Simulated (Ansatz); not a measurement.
I need a geometry optimisation of C₂H₆N₂Si, SMILES C1=NC[SiH2]N1. Use Ansatz 0.2.0, Python API. Use: Hartree-Fock, def2-SVP basis, multiplicity 1.

```xyz
11

C    -1.2733   -0.5116   -0.2152
N    -0.6352   -1.4265    0.3073
C     0.6862   -0.8984    0.6361
Si    0.8286    0.8381   -0.0571
N    -0.8943    0.8169   -0.4206
H    -2.3488   -0.6295   -0.5918
H     0.8690   -0.9031    1.7411
H     1.5214   -1.5232    0.1929
H     1.4818    0.9621   -1.3000
H     1.0593    1.9106    0.9365
H    -1.2293    1.3077   -1.2086
```

`c2h6n2si.py`
```python
"""Minimum-energy structure of C2H6N2Si."""

import itertools

import ansatz as az
from ase.data import atomic_numbers, covalent_radii
import numpy as np

molecule = (
    az.Crystal.molecule()
    .atom("C", [-1.2733, -0.5116, -0.2152])
    .atom("N", [-0.6352, -1.4265, 0.3073])
    .atom("C", [0.6862, -0.8984, 0.6361])
    .atom("Si", [0.8286, 0.8381, -0.0571])
    .atom("N", [-0.8943, 0.8169, -0.4206])
    .atom("H", [-2.3488, -0.6295, -0.5918])
    .atom("H", [0.869, -0.9031, 1.7411])
    .atom("H", [1.5214, -1.5232, 0.1929])
    .atom("H", [1.4818, 0.9621, -1.3])
    .atom("H", [1.0593, 1.9106, 0.9365])
    .atom("H", [-1.2293, 1.3077, -1.2086])
)

setup = molecule.calculation().basis(gaussian="def2-SVP").functional("HF")
symbols = [site.symbol for site in molecule.cartesian_sites]
start = np.array([site.position_ang for site in molecule.cartesian_sites], dtype=float)
rep = setup.relax(force_tolerance=0.02).run(threads=1, backend="cpu").report
end = np.array(rep["positions_ang"])

print("reference energy %16.6f eV" % rep["reference_energy_ev"])
print("total energy     %16.6f eV" % rep["free_energy_ev"])
print("occupied orbitals outside the frozen core (up, down):", rep["n_occupied"], " frozen:", rep["n_frozen"], " virtual:", rep["n_virtual"])

# pairs closer than 1.2 times the sum of covalent radii, before or after
radius = [covalent_radii[atomic_numbers[s]] for s in symbols]
span = lambda where, i, j: np.linalg.norm(where[i] - where[j])
bonded = [(i, j) for i, j in itertools.combinations(range(len(symbols)), 2) if min(span(start, i, j), span(end, i, j)) < 1.2 * (radius[i] + radius[j])]
print("pair        before    after (A)")
for i, j in bonded:
    print(f"{symbols[i]}{i}-{symbols[j]}{j}".ljust(10), f"{span(start, i, j):8.4f} {span(end, i, j):8.4f}")
for first, second in list(itertools.combinations(bonded, 2)):
    shared = set(first) & set(second)
    if shared and symbols[(j := shared.pop())] != "H":
        i, k = sorted((set(first) | set(second)) - {j})
        u, v = end[i] - end[j], end[k] - end[j]
        angle = np.degrees(np.arccos(np.clip(u @ v / np.linalg.norm(u) / np.linalg.norm(v), -1, 1)))
        print(f"final angle {symbols[i]}{i}-{symbols[j]}{j}-{symbols[k]}{k}: {angle:.2f} deg")
```

Running `python c2h6n2si.py` prints:
```text
reference energy    -12975.259687 eV
total energy        -12975.259687 eV
occupied orbitals outside the frozen core (up, down): [23, 23]  frozen: 0  virtual: [81, 81]
pair        before    after (A)
C0-N1        1.2318   1.2544
C0-N4        1.3967   1.3845
C0-H5        1.1456   1.0869
N1-C2        1.4605   1.4647
C2-Si3       1.8752   1.9091
C2-H6        1.1200   1.0927
C2-H7        1.1333   1.0927
Si3-N4       1.7610   1.7517
Si3-H8       1.4096   1.4816
Si3-H9       1.4801   1.4815
N4-H10       0.9869   0.9976
final angle N1-C0-N4: 122.03 deg
final angle N1-C0-H5: 120.66 deg
final angle C0-N1-C2: 113.45 deg
final angle N4-C0-H5: 117.31 deg
final angle C0-N4-Si3: 109.54 deg
final angle C0-N4-H10: 118.56 deg
final angle N1-C2-Si3: 105.58 deg
final angle N1-C2-H6: 109.43 deg
final angle N1-C2-H7: 109.44 deg
final angle Si3-C2-H6: 113.19 deg
final angle Si3-C2-H7: 113.23 deg
final angle C2-Si3-N4: 89.39 deg
final angle C2-Si3-H8: 116.38 deg
final angle C2-Si3-H9: 116.37 deg
final angle H6-C2-H7: 105.95 deg
final angle N4-Si3-H8: 113.37 deg
final angle N4-Si3-H9: 113.39 deg
final angle Si3-N4-H10: 131.89 deg
final angle H8-Si3-H9: 107.32 deg
```

Notes:
- Total energies depend on the basis set; only differences at equal settings carry meaning.
- The end point is the stationary point reached from this start; no frequency run checks that it is a minimum, and the basis set is modest.
- It ran for 17 s on 1 thread of Arm Neoverse V2, with other jobs on the host, peak memory 0.28 GiB.
